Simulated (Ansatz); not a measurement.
# CH4BrInO2: the cost of one run

Method: functionals in def2-TZVPP, the program's frozen cores in correlated methods; program: Ansatz 0.2.0, Gaussian basis.

Plan: PBE-D4, r2SCAN-D4, PBE0-D4, B3LYP-D4, ωB97X-V, ωB97M-V, B2PLYP; CCSD(T)/def2-TZVPP; MP2/def2-QZVPP; extrapolation to the limit.

## Step 1: The relaxed structure

An earlier PBE0-D4 in a triple-zeta def2 set relaxation fixed the geometry. In takes the def2 core potential; no spin-orbit term is included.

SMILES `C[O][In]([OH])[Br]`, 9 atoms, charge 0, spin multiplicity 1.

Atoms are counted from 1 here; the program's logs count them from 0.

Bond lengths: C1–O2 1.408 Å, C1–H6 1.097 Å, C1–H7 1.095 Å, C1–H8 1.097 Å, O2–In3 1.968 Å, In3–O4 1.964 Å, In3–Br5 2.442 Å, O4–H9 0.962 Å. Angles: O2–C1–H6 113.6°, O2–C1–H7 108.7°, O2–C1–H8 110.8°, H6–C1–H7 107.7°, H6–C1–H8 107.8°, H7–C1–H8 108.0°, C1–O2–In3 123.0°, O2–In3–O4 118.4°, O2–In3–Br5 119.8°, O4–In3–Br5 121.8°, In3–O4–H9 111.2°.

## Step 2: PBE-D4 (GGA)

in.yaml reads:

```yaml
crystal:
  periodic: [false, false, false]
  atoms:
    - {symbol: C, position_ang: [-1.557368, -0.586810, -0.281651]}
    - {symbol: O, position_ang: [-0.247922, -0.323215, -0.726888]}
    - {symbol: In, position_ang: [1.135806, 0.475286, 0.422406]}
    - {symbol: O, position_ang: [2.883462, 0.891196, -0.371495]}
    - {symbol: Br, position_ang: [0.664458, 0.879601, 2.783888]}
    - {symbol: H, position_ang: [-1.637137, -0.701512, 0.806639]}
    - {symbol: H, position_ang: [-1.902544, -1.518925, -0.741226]}
    - {symbol: H, position_ang: [-2.241407, 0.214898, -0.584598]}
    - {symbol: H, position_ang: [2.902652, 0.669480, -1.307086]}
basis:
  gaussian: {orbitals: def2-TZVPP}
hamiltonian: {xc: pbe, dispersion: d4}
output: {forces: true, orbitals: {seedname: orbitals}}
```

Launch:

```sh
$ ansatz run in.yaml --threads 2 --pin off --events-out ev --progress --plain --max-ram 22528MiB --backend cpu
```

Q: Estimate wall time and peak memory on 2 threads of AMD EPYC 7R13, shared host.

About 5.5 s, with a peak of 0.38 GiB.
